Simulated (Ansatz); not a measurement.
# Al17As17 wurtzite off sphere (Al₁₇As₁₇H₄₀): geometry, orbitals and charge

What does Al17As17 wurtzite off sphere (Al₁₇As₁₇H₄₀) look like as a singlet, and where do its frontier electrons sit?

Method: RKS PBE0-D4/def2-SVP; program: Ansatz 0.2.0, Gaussian basis.

Plan: relaxation at PBE-D4/def2-SVP; a single point at PBE0-D4/def2-SVP.

1 further run of the same task is left out (set aside as unsound or not needed). Runs told in other sessions of the task aren't counted.

### Step 1. The system as given

74 atoms, charge 0, spin multiplicity 1.

Atoms are counted from 1 here; the program's logs count them from 0.

Bond lengths: As1–Al2 2.500 Å, As1–Al7 2.485 Å, As1–H35 1.513 Å, As1–H36 1.587 Å, Al2–As4 2.416 Å, Al2–H37 1.564 Å, Al2–H38 1.662 Å, Al3–As4 2.454 Å, Al3–As10 2.497 Å, Al3–H39 1.584 Å, Al3–H40 1.591 Å, As4–Al5 2.419 Å, As4–Al12 2.442 Å, Al5–As6 2.488 Å, Al5–H41 1.566 Å, Al5–H42 1.674 Å, As6–Al17 2.493 Å, As6–H43 1.556 Å and more. Angles: Al2–As1–Al7 121.0°, Al2–As1–H35 104.7°, Al2–As1–H36 80.1°, Al7–As1–H35 125.4°, Al7–As1–H36 70.7°, H35–As1–H36 91.3°, As1–Al2–As4 116.7°, As1–Al2–H37 104.5°, As1–Al2–H38 105.0°, As4–Al2–H37 112.8°, As4–Al2–H38 105.2°, H37–Al2–H38 112.6°, As4–Al3–As10 116.6°, As4–Al3–H39 108.3°, As4–Al3–H40 108.4°, As10–Al3–H39 107.7°, As10–Al3–H40 101.6°, H39–Al3–H40 114.4° and more.

The start is a GFN2-xTB geometry.

### Step 2. Optimising with PBE-D4/def2-SVP

The input, in.yaml:

```yaml
crystal:
  periodic: [false, false, false]
  atoms:
    - {symbol: As, position_ang: [-0.832150, -5.209850, -1.133100]}
    - {symbol: Al, position_ang: [-2.602320, -4.303060, 0.381740]}
    - {symbol: Al, position_ang: [-3.582920, -2.167240, -2.876570]}
    - {symbol: As, position_ang: [-3.914860, -2.458690, -0.463140]}
    - {symbol: Al, position_ang: [-4.946050, -0.441400, 0.384460]}
    - {symbol: As, position_ang: [-4.943940, 1.569440, -1.080870]}
    - {symbol: Al, position_ang: [1.185970, -3.872030, -1.690140]}
    - {symbol: As, position_ang: [0.760250, -4.704300, 3.249990]}
    - {symbol: Al, position_ang: [0.235800, -1.417490, -2.315230]}
    - {symbol: As, position_ang: [-1.718480, -0.660760, -3.574900]}
    - {symbol: As, position_ang: [0.438850, -2.235280, -0.014050]}
    - {symbol: Al, position_ang: [-2.100440, -1.488520, 0.851890]}
    - {symbol: Al, position_ang: [0.314480, -2.459800, 3.936870]}
    - {symbol: As, position_ang: [-1.394280, -0.814160, 3.091790]}
    - {symbol: Al, position_ang: [-0.589810, 1.303170, -2.510250]}
    - {symbol: As, position_ang: [-1.483590, 1.131690, -0.242170]}
    - {symbol: Al, position_ang: [-2.791520, 2.754990, -1.498280]}
    - {symbol: Al, position_ang: [-2.217630, 1.516160, 3.630360]}
    - {symbol: As, position_ang: [-3.773720, 3.060590, 2.660390]}
    - {symbol: Al, position_ang: [3.579040, -2.803240, -2.575160]}
    - {symbol: As, position_ang: [2.437840, -0.658130, -3.234780]}
    - {symbol: As, position_ang: [4.066520, -2.185640, -0.195580]}
    - {symbol: Al, position_ang: [2.232270, -0.760760, 0.931370]}
    - {symbol: As, position_ang: [2.175260, -0.726050, 3.363810]}
    - {symbol: Al, position_ang: [2.663620, 1.722560, -2.664550]}
    - {symbol: As, position_ang: [0.789990, 3.139710, -3.374180]}
    - {symbol: As, position_ang: [2.455020, 1.446590, -0.216290]}
    - {symbol: Al, position_ang: [0.412040, 2.319320, 0.900330]}
    - {symbol: Al, position_ang: [2.580300, 1.685170, 3.868280]}
    - {symbol: As, position_ang: [0.261270, 2.413020, 3.342720]}
    - {symbol: Al, position_ang: [-0.308400, 5.237280, -2.536720]}
    - {symbol: As, position_ang: [0.145050, 4.685650, -0.154860]}
    - {symbol: Al, position_ang: [4.582570, 2.651190, -0.046690]}
    - {symbol: As, position_ang: [4.296200, 2.871080, 2.471760]}
    - {symbol: H, position_ang: [-1.574560, -6.117390, -2.089510]}
    - {symbol: H, position_ang: [-1.265370, -3.924430, -1.957560]}
    - {symbol: H, position_ang: [-3.475030, -5.546670, 0.754050]}
    - {symbol: H, position_ang: [-1.777130, -3.687540, 1.687120]}
    - {symbol: H, position_ang: [-3.317380, -3.591080, -3.516750]}
    - {symbol: H, position_ang: [-4.847620, -1.405740, -3.469430]}
    - {symbol: H, position_ang: [-6.401180, -0.611670, 0.936790]}
    - {symbol: H, position_ang: [-3.919690, 0.109380, 1.586430]}
    - {symbol: H, position_ang: [-4.168100, 0.641310, -2.059900]}
    - {symbol: H, position_ang: [-6.134880, 1.565830, -2.008190]}
    - {symbol: H, position_ang: [2.436760, -4.684400, -1.018110]}
    - {symbol: H, position_ang: [-0.255380, -4.859000, 4.385570]}
    - {symbol: H, position_ang: [1.826350, -4.501000, 4.321910]}
    - {symbol: H, position_ang: [0.655510, -3.136450, -3.250730]}
    - {symbol: H, position_ang: [-0.972060, -1.340900, -4.763960]}
    - {symbol: H, position_ang: [0.188660, -2.219030, 5.505730]}
    - {symbol: H, position_ang: [-2.623170, -1.549510, 3.649040]}
    - {symbol: H, position_ang: [-2.427210, 2.544150, -3.129040]}
    - {symbol: H, position_ang: [-2.964970, 4.211270, -0.896270]}
    - {symbol: H, position_ang: [-2.270310, 1.414980, 5.211950]}
    - {symbol: H, position_ang: [-4.600120, 2.421240, 3.766690]}
    - {symbol: H, position_ang: [-3.140740, 3.950010, 3.742460]}
    - {symbol: H, position_ang: [2.706810, -4.051730, -3.156670]}
    - {symbol: H, position_ang: [4.963310, -2.672160, -3.318720]}
    - {symbol: H, position_ang: [1.982820, -0.883700, -4.704330]}
    - {symbol: H, position_ang: [5.192520, -2.950770, 0.477180]}
    - {symbol: H, position_ang: [5.032120, -1.095960, -0.602710]}
    - {symbol: H, position_ang: [3.611610, -1.317900, 3.314620]}
    - {symbol: H, position_ang: [4.097480, 2.325640, -2.941060]}
    - {symbol: H, position_ang: [0.445980, 2.624050, -4.800720]}
    - {symbol: H, position_ang: [3.031080, 1.817270, 5.366580]}
    - {symbol: H, position_ang: [0.430220, 3.953890, 3.189670]}
    - {symbol: H, position_ang: [-1.824430, 5.216150, -2.949680]}
    - {symbol: H, position_ang: [0.682990, 6.371870, -2.981770]}
    - {symbol: H, position_ang: [0.302270, 5.939940, 0.686600]}
    - {symbol: H, position_ang: [1.640270, 4.735290, -0.500620]}
    - {symbol: H, position_ang: [5.872690, 1.794750, -0.246050]}
    - {symbol: H, position_ang: [4.480280, 4.113330, -0.598460]}
    - {symbol: H, position_ang: [4.556350, 1.371930, 2.208220]}
    - {symbol: H, position_ang: [5.410990, 2.883570, 3.501370]}
basis:
  gaussian: {orbitals: def2-SVP, fitting: {mean_field: def2-universal-jkfit}}
hamiltonian: {xc: pbe, dispersion: d4}
scf: {lower_state_search: "off"}
output: {orbitals: {seedname: orbitals}}
relax: {f_tol: 0.03, max_steps: 70}
```

Command:

```
$ ansatz run in.yaml --threads 11 --pin off --events-out ev --progress --plain --max-ram 174080MiB --backend cuda --devices 0, --max-vram 75GiB
```

After this run come: Single point, PBE0-D4/def2-SVP.

Before running them: what should the planned runs give, taken together? Wanted: point group; commonest bond, hydrogen aside; HOMO, LUMO at PBE0-D4/def2-SVP; dipole at PBE-D4/def2-SVP.

As calculated:

```
                      quantity                             value
                   point group                                C1
commonest bond, hydrogen aside  Al–As, 48 of mean length 2.493 Å
HOMO, LUMO at PBE0-D4/def2-SVP                   -6.74, -2.14 eV
     dipole at PBE-D4/def2-SVP                            8.03 D
```

**Reading.** The relaxation broke 4 and made 4 bonds, so the end is another structure than the start. No usable vibrations, so a minimum isn't proven. Whether this spin is the lowest isn't tested here. The point group is read from a loosely relaxed geometry; soft torsions can leave it below the true symmetry.
